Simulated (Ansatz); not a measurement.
# TiH+ (quintet): the correlation ladder, def2-QZVPP

An exercise on one series of results from a longer session: the logs are not shown, and one member is left open.

The runs use Ansatz 0.2.0, Gaussian basis; def2-QZVPP, core rule «outside noble gas», up to 9 orbitals frozen.

Plan: UHF; ROHF; CCSD(T) on UHF.

### The system

The geometry is a PBE0/def2-TZVP stationary point (not a proven minimum).

2 atoms, charge 1, spin multiplicity 5.

Atoms are counted from 1 here; the program's logs count them from 0.

Bond lengths: Ti1–H2 2.236 Å.

Set-up of the first run:

in.yaml

```yaml
crystal:
  periodic: [false, false, false]
  atoms:
    - {symbol: Ti, position_ang: [0.000000, 0.000000, 0.000000]}
    - {symbol: H, position_ang: [0.000000, 0.000000, 2.235600]}
basis:
  gaussian: {orbitals: "def2-QZVPP.json"}
total_charge: 1
magnetization: {spin_polarized: true, initial_magnetization: 4}
hamiltonian: {xc: hf}
output: {orbitals: {seedname: orbitals}}
```

Command:

```bash
> ansatz run in.yaml --threads 1 --pin off --events-out ev --progress --plain --max-ram 4096MiB --backend cpu
```

Among the steps run: UHF; ROHF; CCSD(T) on UHF.

One of the session's tables, all rows but one given; the rest of the session is left out.

```
  method  from UCCSD(T) (kcal/mol)
    ROHF                    +19.90
    UMP2                         ?
   UCCSD                     +0.28
UCCSD(T)                         0
```

**Question.** Estimate the row for UMP2.

As computed: from UCCSD(T) (kcal/mol): +4.19. In the column «from UCCSD(T) (kcal/mol)» it lies between UCCSD (+0.28) and ROHF (+19.90).

Left out of the table: UHF (another determinant or state than the rows shown).

Caveats from the session: Warnings: coupled cluster took another determinant than the lowest.
